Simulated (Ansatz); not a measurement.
# CH8BNSSi: the cost of one run

Computed with Ansatz 0.2.0, Gaussian basis. Level: functionals in def2-TZVPP, the program's frozen cores in correlated methods.

The runs, in order: PBE-D4, r2SCAN-D4, PBE0-D4, B3LYP-D4, ωB97X-V, ωB97M-V, B2PLYP; CCSD(T)/def2-TZVPP; MP2/def2-QZVPP; extrapolation to the limit.

## Step 1: The relaxed structure

The geometry comes from an earlier relaxation with PBE0-D4 in a triple-zeta def2 set; it is a stationary point, not always the lowest conformer.

SMILES `BN(C)[SiH2]S`, 13 atoms, charge 0, spin multiplicity 1.

Atoms are counted from 1 here; the program's logs count them from 0.

Bond lengths: B1–N2 1.396 Å, B1–H6 1.200 Å, B1–H7 1.195 Å, N2–C3 1.461 Å, N2–Si4 1.752 Å, C3–H8 1.090 Å, C3–H9 1.095 Å, C3–H10 1.095 Å, Si4–S5 2.119 Å, Si4–H11 1.486 Å, Si4–H12 1.485 Å, S5–H13 1.344 Å. Angles: N2–B1–H6 118.8°, N2–B1–H7 119.9°, H6–B1–H7 121.3°, B1–N2–C3 121.4°, B1–N2–Si4 125.7°, C3–N2–Si4 112.9°, N2–C3–H8 109.6°, N2–C3–H9 111.2°, N2–C3–H10 111.2°, H8–C3–H9 108.3°, H8–C3–H10 108.6°, H9–C3–H10 107.8°, N2–Si4–S5 115.3°, N2–Si4–H11 107.4°, N2–Si4–H12 108.7°, S5–Si4–H11 111.1°, S5–Si4–H12 105.0°, H11–Si4–H12 109.3° and more.

## Step 2: PBE-D4 (GGA)

The input, in.yaml:

```yaml
crystal:
  periodic: [false, false, false]
  atoms:
    - {symbol: B, position_ang: [-0.245414, 0.425870, 1.549877]}
    - {symbol: N, position_ang: [0.175168, -0.145790, 0.347916]}
    - {symbol: C, position_ang: [0.941538, -1.389883, 0.323585]}
    - {symbol: Si, position_ang: [-0.180028, 0.467775, -1.254305]}
    - {symbol: S, position_ang: [-1.078450, 2.386525, -1.311437]}
    - {symbol: H, position_ang: [0.042984, -0.117223, 2.579922]}
    - {symbol: H, position_ang: [-0.884670, 1.435333, 1.537701]}
    - {symbol: H, position_ang: [1.087120, -1.749709, 1.341890]}
    - {symbol: H, position_ang: [0.419075, -2.166658, -0.245039]}
    - {symbol: H, position_ang: [1.923337, -1.240275, -0.136804]}
    - {symbol: H, position_ang: [-1.029988, -0.541635, -1.937217]}
    - {symbol: H, position_ang: [1.095154, 0.618821, -1.999505]}
    - {symbol: H, position_ang: [-2.245229, 1.982049, -0.781885]}
basis:
  gaussian: {orbitals: def2-TZVPP}
hamiltonian: {xc: pbe, dispersion: d4}
output: {forces: true, orbitals: {seedname: orbitals}}
```

Command:

```
$ ansatz run in.yaml --threads 4 --pin off --events-out ev --progress --plain --max-ram 10444MiB
```

Q: Estimate wall time and peak memory on 4 threads of Arm Neoverse V1, shared host.

About 3.6 s, with a peak of 0.43 GiB.
